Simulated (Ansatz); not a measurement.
# NbH: the cost of one run

Computed with Ansatz 0.2.0 (DFT r2SCAN, scalar-relativistic, plane waves, PAW, unless a step's input says otherwise).

## (1) The structure to begin with

The structure is tetragonal, space group I4/mmm (No. 139). The conventional cell has a = 3.214 Å, b = 3.214 Å, c = 3.969 Å, α = 90.00°, β = 90.00°, γ = 90.00°. Nb (site symmetry 4/mmm) is surrounded by 6 H at 1.98 to 2.27 Å. H (site symmetry 4/mmm) has 6 Nb at 1.98 to 2.27 Å as nearest neighbours.

Coordinates:

```
Nb H
1.0
    -1.60696    1.60696    1.98430
     1.60696   -1.60696    1.98430
     1.60696    1.60696   -1.98430
Nb H
1 1
Direct
  0.00000 0.00000 0.00000
  0.50000 0.50000 0.00000
```

This is candidate A: structure listed in a database for this formula (I4/mmm, No. 139).

(A quick probe on a coarse mesh, which set the mesh and smearing, is not shown.)

## (3) Relaxing cell and atoms (candidate A)

input.yaml reads:

```yaml
crystal:
  lattice:
    - [-1.606964, 1.606964, 1.984301]
    - [1.606964, -1.606964, 1.984301]
    - [1.606964, 1.606964, -1.984301]
  atoms:
    - { symbol: Nb, position: [0.0, 0.0, 0.0] }
    - { symbol: H, position: [0.5, 0.5, 0.0] }
basis:
  ecutwfc: 500
kpoints:
  mp_grid: { grid: [24, 24, 24] }
hamiltonian:
  xc: r2scan
scf:
  occupations: { method: gaussian, width: 0.1 }
output:
  forces: true
  stress: true
  eigenvalues: true
relax:
  adjacent_minimum: "off"
  f_tol: 0.01
  max_steps: 80
  cell: { stress_tol: 0.05 }
```

On the command line:

```bash
$ ansatz run input.yaml --threads 1 --pin off --max-ram 2560MiB --backend cpu --events-out ev --progress --plain --runs-dir out
```

What time and memory should one allow on 1 thread of Intel Xeon Platinum 8488C (Sapphire Rapids), shared host?

About 2.2 min, with a peak of 0.72 GiB.
